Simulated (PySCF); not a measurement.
# H2O3Si2: the cost of one run

Program: PySCF 2.14.0. Level of theory: relaxation, b3lyp, def2-tzvp, and further levels as typed in the inputs. These are calculated values, not measurements.

## 1. The system as given

Bond lengths: Si1–O2 1.770 Å, O2–Si3 1.564 Å, Si1–O4 1.631 Å, Si1–O5 1.631 Å, O4–H6 0.964 Å, O5–H7 0.965 Å. Angles: Si1–O2–Si3 174.6°, O2–Si1–O4 103.9°, O2–Si1–O5 96.9°, O4–Si1–O5 115.0°, Si1–O4–H6 122.4°, Si1–O5–H7 121.4°.

As a file:

```xyz
7

Si   -0.0284    0.0754   -0.2639
O     1.7320   -0.0015   -0.0998
Si    3.2695   -0.2051    0.1006
O    -0.4444    1.3963    0.5980
O    -0.3558   -1.3509    0.4570
H    -0.8674    2.1638    0.1953
H    -1.2623   -1.6669    0.5589
```

## 2. Relaxation: H2O3Si2, charge +1

run.py reads:

```python
from pyscf import gto, dft
from pyscf.geomopt.geometric_solver import optimize
mol = gto.M(atom="mol.xyz", basis="def2-tzvp", charge=1, spin=1, verbose=4)
mf = dft.UKS(mol, xc="b3lyp").density_fit().run(conv_tol=1e-9)
for i in range(6):  # look for a lower solution of the same spin
    mo, _, ok, _ = mf.stability(return_status=True)
    if ok: break
    mf.kernel(mf.make_rdm1(mo, mf.mo_occ))
print(f"converged SCF energy = {mf.e_tot:.10f}, stable: {ok}")
mf = mf.newton()  # steadier than the usual iterations for open shells
m = optimize(mf, maxsteps=60)
print("optimised structure (A):")
for k in range(m.natm): print(m.atom_symbol(k), *(f"{x:.8f}" for x in m.atom_coords(unit="A")[k]))
```

Command:

```
$ python run.py
```

**Question.** How long does this run take on 8 threads of Arm Neoverse N1, shared host?

About 4.7 min.
